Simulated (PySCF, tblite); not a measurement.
# C6H10O: a rotation path, then NMR shifts on frames

Aim: move C6H10O (`C=C(C)[C@@H](C)C=O`) away from its starting geometry and see how NMR shifts follow the geometry.

The runs use tblite 0.8.0 and PySCF 2.14.0, with density-fitted response routines of our own; the level of theory stands in each step. All values are computed, except where a source is named. Atoms are numbered from 0 throughout.

## Step 1: The starting structure

17 atoms, charge 0, multiplicity 1; geometry from: GFN2-xTB.

Bonds of the start (Å): C0–C1 1.32, C1–C2 1.50, C1–C3 1.52, C3–C4 1.53, C3–C5 1.51, C5–O6 1.20, C0–H7 1.08, C0–H8 1.08, C2–H9 1.09, C2–H10 1.09, C2–H11 1.09, C3–H12 1.10, C4–H13 1.09, C4–H14 1.09, C4–H15 1.09, C5–H16 1.11.

## Step 2: The rotation path with GFN2-xTB

What the job is given:

```
{"job": {"kind": "neb", "xc": "GFN2-xTB", "basis": "xTB", "atoms": [2, 1, 3, 4], "turn": 120}, "charge": 0, "multiplicity": 1}
C      1.376889    -0.075694    -1.584178
C      0.709558    -0.143462    -0.443713
C      1.284162    -0.764346     0.791796
C     -0.689733     0.421924    -0.309962
C     -1.696411    -0.601595     0.211184
C     -0.615922     1.631526     0.590853
O     -1.194850     1.769388     1.630169
H      0.957325     0.367923    -2.471245
H      2.373258    -0.472963    -1.679137
H      0.776081    -1.701296     1.016226
H      2.342908    -0.971999     0.660925
H      1.154519    -0.102476     1.646960
H     -1.005310     0.784010    -1.295269
H     -1.646029    -1.514965    -0.376500
H     -1.496681    -0.832925     1.253605
H     -2.703131    -0.196326     0.145707
H      0.066368     2.415307     0.202669
```

Method: GFN2-xTB climbing-image nudged elastic band, gas phase.

On the command line:

```
$ OMP_NUM_THREADS=1 python probes_run.py task.json out
```

The driver reads the jobs from task.json and runs them one after another.

The log of the run:

```text
image   E - E0 / eV
  0       0.0000
  1       0.0105
  2       0.0520
  3       0.1126
  4       0.1599
  5       0.1534
  6       0.1027
  7       0.0401
  8       0.0115
```

It took 23 s on 1 thread, shared host.

The final band, with the dihedral C2–C1–C3–C4:

```csv
image,dihedral (°),energy (eV),energy (kcal/mol)
0,-55,0.000,0.0
1,-36,0.010,0.2
2,-17,0.052,1.2
3,3,0.113,2.6
4,23,0.160,3.7
5,42,0.153,3.5
6,60,0.103,2.4
7,78,0.040,0.9
8,96,0.011,0.3
```

## Step 3: Nuclear shieldings: image 0, PBE0/pcSseg-1

What the job is given:

```
{"job": {"kind": "nmr", "xc": "PBE0", "basis": "pcSseg-1", "pop": false}, "charge": 0, "multiplicity": 1}
C      1.376900    -0.075700    -1.584200
C      0.709600    -0.143500    -0.443700
C      1.284200    -0.764300     0.791800
C     -0.689700     0.421900    -0.310000
C     -1.696400    -0.601600     0.211200
C     -0.615900     1.631500     0.590900
O     -1.194800     1.769400     1.630200
H      0.957300     0.367900    -2.471200
H      2.373300    -0.473000    -1.679100
H      0.776100    -1.701300     1.016200
H      2.342900    -0.972000     0.660900
H      1.154500    -0.102500     1.647000
H     -1.005300     0.784000    -1.295300
H     -1.646000    -1.515000    -0.376500
H     -1.496700    -0.832900     1.253600
H     -2.703100    -0.196300     0.145700
H      0.066400     2.415300     0.202700
```

Level: GIAO PBE0/pcSseg-1 NMR shielding, non-relativistic, gas phase.

The log of the run:

```text
coarse grid: 13808 points
cycle   1  E = -309.2608848484  dE =  8.604e-01  |g| = 7.950e-01  |ddm| = 3.573e+00
cycle   2  E = -308.9138205560  dE =  3.471e-01  |g| = 1.563e+00  |ddm| = 2.032e+00
cycle   3  E = -309.3865511409  dE = -4.727e-01  |g| = 1.776e-01  |ddm| = 1.560e+00
cycle   4  E = -309.3937755873  dE = -7.224e-03  |g| = 5.363e-02  |ddm| = 2.061e-01
cycle   5  E = -309.3943939988  dE = -6.184e-04  |g| = 1.667e-02  |ddm| = 6.208e-02
cycle   6  E = -309.3944495346  dE = -5.554e-05  |g| = 6.496e-03  |ddm| = 1.721e-02
cycle   7  E = -309.3944594060  dE = -9.871e-06  |g| = 1.456e-03  |ddm| = 5.595e-03
final grid: 132176 points
cycle   8  E = -309.4480640857  dE = -3.436e-05  |g| = 1.303e-02  |ddm| = 3.250e-02
cycle   9  E = -309.4479904670  dE =  7.362e-05  |g| = 2.364e-02  |ddm| = 2.823e-02
cycle  10  E = -309.4480979034  dE = -1.074e-04  |g| = 2.999e-03  |ddm| = 1.926e-02
cycle  11  E = -309.4480998336  dE = -1.930e-06  |g| = 1.978e-04  |ddm| = 2.142e-03
cycle  12  E = -309.4480998382  dE = -4.626e-09  |g| = 1.443e-04  |ddm| = 2.992e-04
cycle  13  E = -309.4480998431  dE = -4.917e-09  |g| = 3.977e-05  |ddm| = 1.546e-04
cycle  14  E = -309.4480998435  dE = -3.693e-10  |g| = 1.036e-05  |ddm| = 4.435e-05
converged SCF energy = -309.4480998435

GIAO shielding tensors (ppm)
atom      isotropic    diamagn.    paramagn.     s11        s22        s33       span
  0 C       64.414     252.778    -188.364    -37.370     91.277    139.335    176.706
  1 C       35.430     263.105    -227.676    -87.526     36.751    157.064    244.590
  2 C      165.713     247.027     -81.314    154.337    157.020    185.781     31.445
  3 C      124.836     249.940    -125.104     95.013    139.634    139.860     44.847
  4 C      173.088     247.782     -74.694    165.043    171.464    182.757     17.715
  5 C      -21.177     249.534    -270.712   -114.720    -35.984     87.173    201.893
  6 O     -356.604     398.923    -755.527   -987.076   -453.072    370.337   1357.414
  7 H       26.295      32.237      -5.942     23.074     25.316     30.497      7.423
  8 H       26.318      31.179      -4.861     23.539     25.005     30.410      6.871
  9 H       29.828      30.125      -0.297     25.319     29.324     34.840      9.521
 10 H       29.998      30.167      -0.169     25.903     28.664     35.427      9.524
 11 H       30.418      30.372       0.046     25.973     30.133     35.149      9.176
 12 H       28.679      33.869      -5.190     24.404     29.580     32.054      7.650
 13 H       30.993      30.775       0.217     26.920     29.377     36.680      9.760
 14 H       30.073      31.231      -1.158     26.811     28.730     34.678      7.867
 15 H       30.522      29.810       0.712     26.709     27.253     37.603     10.893
 16 H       21.853      29.376      -7.523     19.133     20.718     25.706      6.573
```

Wall time 2 min (1 thread, shared host).

The references, computed at this level on geometries of the same kind, shield at (ppm): 1H TMS 31.72, 13C TMS 186.9, 17O H2O 336.1. Their shielding less the atom's gives the shift. The references are single molecules in the gas phase, so shifts against H2O, NH3, PH3, H3PO4 or CFCl3 are not on the usual liquid scales and can be off by tens of ppm. Each atom is listed at this fixed geometry, with no averaging over motion; a spectrum would average atoms that exchange fast.

```csv
atoms,environment,σ (ppm),δ (ppm)
C5,aldehyde carbonyl carbon,-21.2,208.1
C1,fully substituted alkene carbon,35.4,151.5
C0,terminal =CH2 carbon,64.4,122.5
C3,sp3 CH α to a carbonyl,124.8,62.1
C2,allylic methyl carbon,165.7,21.2
C4,methyl carbon,173.1,13.8
H16,hydrogen on an aldehyde carbonyl carbon,21.85,9.86
H7,hydrogen on a terminal =CH2 carbon,26.30,5.42
H8,hydrogen on a terminal =CH2 carbon,26.32,5.40
H12,hydrogen on an sp3 CH α to a carbonyl,28.68,3.04
H9,hydrogen on an allylic methyl carbon,29.83,1.89
H10,hydrogen on an allylic methyl carbon,30.00,1.72
H14,hydrogen on a methyl carbon,30.07,1.64
H11,hydrogen on an allylic methyl carbon,30.42,1.30
H15,hydrogen on a methyl carbon,30.52,1.20
H13,hydrogen on a methyl carbon,30.99,0.72
O6,aldehyde oxygen,-356.6,692.7
```

Orbitals, density, ELF and potential are computed afterwards from the orbital file.

Frontier orbitals at PBE0/pcSseg-1, with the share of their density that lies nearest to each atom:

```csv
orbital,energy (eV),lies on
HOMO,-7.23,O6 37 %; C0 17 %; C1 11 %
LUMO,-0.85,C5 34 %; O6 27 %; H16 8 %
```

ELF in a plane through or near 6 of the atoms.

Ten even steps from '0' (0.00) to '9' (1.00):
```
0000000000000000000000000000
0000000000000000000000000000
0000000000000000000000000000
0000000000257400000000000000
0000000000699930001000000000
0000001322899940199820000000
0000003664799910699951000000
0000001354477402899930000000
0000000001576202588521000000
0000277512543546865677400000
0000899965822875885799600000
0001999972775742362478400000
0000699852431289950000000000
0000123379940399981000000000
0000000289960199981000000000
0000000189950048730000000000
0000000036510000000000000000
0000000000000000000000000000
0000000000000000000000000000
0000000000000000000000000000
```
The map spans 10.9 Å across and 9.1 Å up, centred on the molecule. Atoms in the plane (x, y in Å): C0 (-1.8, -1.0), C3 (0.6, -0.6), H8 (-2.8, -0.6), H9 (-0.7, 2.0), H12 (0.6, -1.6), H14 (1.6, 1.3).

On the surface of density 0.002 e/bohr³ the electrostatic potential runs, from the 1st to the 99th percentile, from -1.56 V near O6 to 0.96 V near H12.

## Step 4: Nuclear shieldings: image 2, PBE0/pcSseg-1

What the job is given:

```
{"job": {"kind": "nmr", "xc": "PBE0", "basis": "pcSseg-1", "pop": false}, "charge": 0, "multiplicity": 1}
C      1.534700     0.305300    -1.349900
C      0.719300    -0.152500    -0.410900
C      1.176200    -1.138300     0.617300
C     -0.723700     0.321100    -0.329800
C     -1.638900    -0.545500     0.529000
C     -0.684300     1.741400     0.191500
O     -1.173600     2.120100     1.216600
H      1.219600     1.003000    -2.107300
H      2.561700    -0.013200    -1.403500
H      0.688900    -2.099100     0.454800
H      2.251000    -1.284500     0.552700
H      0.925600    -0.799000     1.619900
H     -1.118200     0.374500    -1.351000
H     -1.583600    -1.588200     0.228800
H     -1.370800    -0.458500     1.578300
H     -2.667000    -0.207200     0.422700
H     -0.123800     2.432800    -0.469000
```

With the program's defaults for keys left out, this is: GIAO PBE0/pcSseg-1 NMR shielding, non-relativistic, gas phase.

The log of the run:

```text
coarse grid: 13808 points
cycle   1  E = -309.2559288074  dE =  8.613e-01  |g| = 7.979e-01  |ddm| = 3.591e+00
cycle   2  E = -308.9026713369  dE =  3.533e-01  |g| = 1.573e+00  |ddm| = 2.081e+00
cycle   3  E = -309.3823396301  dE = -4.797e-01  |g| = 1.822e-01  |ddm| = 1.597e+00
cycle   4  E = -309.3900024772  dE = -7.663e-03  |g| = 5.176e-02  |ddm| = 2.063e-01
cycle   5  E = -309.3906027524  dE = -6.003e-04  |g| = 1.226e-02  |ddm| = 5.811e-02
cycle   6  E = -309.3906293674  dE = -2.662e-05  |g| = 5.885e-03  |ddm| = 1.475e-02
cycle   7  E = -309.3906372814  dE = -7.914e-06  |g| = 1.503e-03  |ddm| = 5.324e-03
final grid: 132176 points
cycle   8  E = -309.4450802929  dE = -4.256e-05  |g| = 1.387e-02  |ddm| = 4.295e-02
cycle   9  E = -309.4449976617  dE =  8.263e-05  |g| = 2.513e-02  |ddm| = 2.977e-02
cycle  10  E = -309.4451186937  dE = -1.210e-04  |g| = 3.179e-03  |ddm| = 2.022e-02
cycle  11  E = -309.4451208546  dE = -2.161e-06  |g| = 2.074e-04  |ddm| = 2.373e-03
cycle  12  E = -309.4451208594  dE = -4.797e-09  |g| = 1.608e-04  |ddm| = 3.396e-04
cycle  13  E = -309.4451208655  dE = -6.147e-09  |g| = 4.322e-05  |ddm| = 1.689e-04
cycle  14  E = -309.4451208660  dE = -4.410e-10  |g| = 1.134e-05  |ddm| = 5.087e-05
converged SCF energy = -309.4451208660

GIAO shielding tensors (ppm)
atom      isotropic    diamagn.    paramagn.     s11        s22        s33       span
  0 C       65.476     253.104    -187.628    -38.712     87.122    148.019    186.732
  1 C       39.129     262.071    -222.942    -86.032     51.344    152.076    238.108
  2 C      164.189     246.780     -82.591    152.194    157.304    183.068     30.873
  3 C      131.133     250.635    -119.501    105.472    141.925    146.003     40.531
  4 C      175.690     247.840     -72.150    168.999    175.022    183.050     14.051
  5 C      -17.559     249.615    -267.174   -107.126    -24.153     78.602    185.728
  6 O     -329.390     399.001    -728.390   -924.263   -428.027    364.121   1288.384
  7 H       26.437      32.266      -5.829     22.944     25.195     31.173      8.229
  8 H       26.114      31.232      -5.118     23.321     24.908     30.114      6.793
  9 H       29.734      30.042      -0.308     25.413     28.950     34.840      9.426
 10 H       29.953      30.136      -0.183     25.835     28.680     35.344      9.509
 11 H       30.072      30.801      -0.730     25.292     30.055     34.868      9.576
 12 H       28.557      33.035      -4.478     23.434     29.455     32.783      9.349
 13 H       30.798      31.115      -0.316     26.364     29.648     36.383     10.020
 14 H       30.135      31.378      -1.243     26.939     28.237     35.230      8.290
 15 H       30.653      29.547       1.106     26.389     27.638     37.932     11.543
 16 H       21.994      29.828      -7.834     19.977     20.983     25.022      5.045
```

Wall time 75 s (1 thread, shared host).

In short: δ C5 204.5, C1 147.8, C0 121.4, C3 55.8, H16 9.72, H8 5.60 ppm.

(Part 1 of 2 ends here.)
